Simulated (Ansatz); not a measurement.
# One shape, several levels: SiF3 (SMILES F[Si](F)F)

Aim: a comparison of 6 runs (UHF/aug-cc-pVDZ, UB3LYP/6-31G*, UPBE/aug-cc-pVDZ, RPA@PBE0/aug-cc-pVDZ, UCCSD/aug-cc-pVDZ) of SiF3. 

The calculation is run with Ansatz 0.2.0.

20 further runs of the same task are left out: 20 set aside as unsound or not needed.

### Step 1. The system as given

The species is SiF3 (4 atoms), meant as a doublet with charge 0. As SMILES, `F[Si](F)F`. One bond was lengthened or shortened from a relaxed shape.

Bond lengths: F1–Si2 1.818 Å, Si2–F3 1.581 Å, Si2–F4 1.581 Å. Angles: F1–Si2–F3 107.9°, F1–Si2–F4 107.9°, F3–Si2–F4 107.9°.

### Step 2. A single-point energy at UHF/aug-cc-pVDZ (run 1)

in.yaml reads:

```yaml
crystal:
  periodic: [false, false, false]
  atoms:
    - {symbol: F, position_ang: [0.944990, -0.615055, 1.289313]}
    - {symbol: Si, position_ang: [-0.282750, 0.213060, 0.234280]}
    - {symbol: F, position_ang: [-0.994260, -0.892250, -0.644340]}
    - {symbol: F, position_ang: [0.492160, 1.186230, -0.741640]}
basis:
  gaussian:
    orbitals: aug-cc-pVDZ
magnetization:
  spin_polarized: true
  initial_magnetization: 1
hamiltonian:
  xc: hf
accuracy: high
output: {orbitals: {seedname: orbitals}}
```

Launch:

```bash
$ ansatz run in.yaml --threads 1 --pin off --max-ram 3480MiB --events-out events.jsonl --progress --plain --runs-dir runs
```

What it wrote:

```text
Warning: RAYON_NUM_THREADS=1 ignored (pool sized by the plan → 1); use --threads N
Functional definition: HF
  name "HF"
  exchange = exact_x
  correlation = 0
1928 factors; integrals over basis functions are off by at most 3.1e-9 eV
mean field evaluation 1: about -15980.4415 eV, gradient 3.0e1 eV
mean field evaluation 2: about -15980.4755 eV, gradient 3.0e1 eV
mean field evaluation 4: about -15984.0586 eV, gradient 2.4e0 eV
mean field evaluation 8: about -15984.1553 eV, gradient 2.1e-1 eV
mean field evaluation 16: about -15984.1561 eV, gradient 2.5e-8 eV
mean field -15984.15608186 eV, -587.4069015582 hartree, gradient 2.5e-8 eV, S^2 0.753487; 0 other end points of the search recorded, 0 dependent functions left out
reference -15984.15608186 eV, -587.4069015582 hartree; 21, 20 occupied and 75, 76 virtual orbitals, 1928 factors
Total energy: -15984.15608186 eV, -587.4069015582 hartree
```

Wall time 3.9 s (1 thread of Arm Neoverse V1, shared host); peak memory 0.32 GiB.

### Step 3. The energy at UB3LYP/6-31G(d) (spherical functions) (run 2)

run.yaml reads:

```yaml
crystal:
  periodic: [false, false, false]
  atoms:
    - {symbol: F, position_ang: [0.944990, -0.615055, 1.289313]}
    - {symbol: Si, position_ang: [-0.282750, 0.213060, 0.234280]}
    - {symbol: F, position_ang: [-0.994260, -0.892250, -0.644340]}
    - {symbol: F, position_ang: [0.492160, 1.186230, -0.741640]}
basis:
  gaussian: {orbitals: 6-31G_st_-spherical.json}
accuracy: high
magnetization: {spin_polarized: true, initial_magnetization: 1}
output: {orbitals: {seedname: orbitals}}
hamiltonian: {xc: {name: B3LYP}}
```

The basis set 6-31G* is read from a file made from the Basis Set Exchange's data (not shown).

Launch:

```bash
$ ansatz run run.yaml --threads 1 --pin off --max-ram 3480MiB --events-out events.jsonl --progress --plain --runs-dir runs
```

What it wrote:

```text
Warning: RAYON_NUM_THREADS=1 ignored (pool sized by the plan → 1); use --threads N
Functional definition: B3LYP
  name "B3LYP"
  parameter a0 = 0.2
  parameter ax = 0.72
  parameter ac = 0.81
  exchange = (1 - a0 - ax)*slater_x + ax*b88_x + a0*exact_x
  correlation = (1 - ac)*vwn_rpa_c + ac*lyp_c
1204 factors; integrals over basis functions are off by at most 3.2e-9 eV
mean field evaluation 1: about -16026.3011 eV, gradient 3.6e1 eV
mean field evaluation 2: about -16016.6229 eV, gradient 6.6e1 eV
mean field evaluation 4: about -16030.3614 eV, gradient 2.4e0 eV
mean field evaluation 8: about -16030.4826 eV, gradient 1.2e-1 eV
mean field evaluation 16: about -16030.4826 eV, gradient 4.3e-5 eV
mean field -16030.48263953 eV, -589.1093711514 hartree, gradient 4.0e-8 eV, S^2 0.751582; 0 other end points of the search recorded, 0 dependent functions left out
reference -16030.48267132 eV, -589.1093723198 hartree; 21, 20 occupied and 39, 40 virtual orbitals, 1204 factors
Total energy: -16030.48267132 eV, -589.1093723198 hartree
```

Wall time 6.3 s (1 thread of Arm Neoverse V1, shared host); peak memory 0.23 GiB.

Runs 3 to 5 aren't shown in full; the table further down has their settings and results.

### Step 4. A single-point energy at UCCSD/aug-cc-pVDZ (run 6)

job.yaml reads:

```yaml
crystal:
  periodic: [false, false, false]
  atoms:
    - {symbol: F, position_ang: [0.944990, -0.615055, 1.289313]}
    - {symbol: Si, position_ang: [-0.282750, 0.213060, 0.234280]}
    - {symbol: F, position_ang: [-0.994260, -0.892250, -0.644340]}
    - {symbol: F, position_ang: [0.492160, 1.186230, -0.741640]}
basis:
  gaussian: {orbitals: aug-cc-pVDZ}
correlation: {method: ccsd, frozen_orbitals: {F: 1, Si: 5}}
accuracy: high
magnetization: {spin_polarized: true, initial_magnetization: 1}
scf: {omitted_lower_state_checks: [cluster_reference, increment]}
```

Launch:

```bash
$ ansatz run job.yaml --threads 1 --pin off --max-ram 3480MiB --events-out events.jsonl --progress --plain --runs-dir runs
```

What it wrote, shortened:

```text
Warning: RAYON_NUM_THREADS=1 ignored (pool sized by the plan → 1); use --threads N
[... 2 set-up lines as earlier in the session ...]
[...]
1928 factors; integrals over basis functions are off by at most 3.1e-9 eV
[...]
mean field -15984.15608186 eV, -587.4069015582 hartree, gradient 2.5e-8 eV, S^2 0.753487; 0 other end points of the search recorded, 0 dependent functions left out
8 core orbitals not correlated: weight in the atoms' cores, before any rotation towards them, 1.000 or more for the frozen orbitals, at most 0.000 for the correlated occupied ones
reference -15984.15608186 eV, -587.4069015582 hartree; 13, 12 occupied and 75, 76 virtual orbitals, 1928 factors
second order -18.97473119 eV of doubles, -0.00000000 eV of singles
cycle   1  -18.55127952 eV  change    4.2e-1 eV  update   1.2e-1
[...]
cycle  23  -19.08412298 eV  change  -6.1e-10 eV  update   2.6e-9
Total energy: -16003.24020484 eV, -588.1082301419 hartree
Checks for a lower state left out: cluster_reference, increment
```

Wall time 73 s (1 thread of Arm Neoverse V1, shared host); peak memory 1.3 GiB.

### Step 5. The series

```
run                                level  Cartesian functions  frozen core orbitals  energy (Eh)  HOMO energy (eV)  LUMO energy (eV)   ⟨S²⟩  wall time
  1                      UHF/aug-cc-pVDZ                   no                     –  -587.406902            -12.28             -0.42  0.753      3.9 s
  2  UB3LYP/6-31G* (spherical functions)                   no                     –  -589.109372             -7.68             -4.22  0.752      6.3 s
  3  UB3LYP/6-31G* (Cartesian functions)                  yes                     –  -589.115465             -7.69             -4.22  0.752      6.6 s
  4                     UPBE/aug-cc-pVDZ                   no                     –  -588.737977             -7.08             -5.17  0.751      9.6 s
  5                 RPA@PBE0/aug-cc-pVDZ                   no                     8  -588.320820                 –                 –  0.752       16 s
  6                    UCCSD/aug-cc-pVDZ                   no                     8  -588.108230                 –                 –  0.753       73 s
```

### Step 6. What came out

| quantity | value |
| --- | --- |
| run 6: total energy | -588.10823 Eh |
| run 6: correlation energy (8 core orbitals frozen) | -701.3 mEh |
| run 6: ⟨S²⟩ of the reference determinant | 0.753 |
| run 6: T1 diagnostic | 0.017 |

What this shows: Totals of different functionals can't be ranked against each other. All runs together took 1.9 min, the longest 73 s.
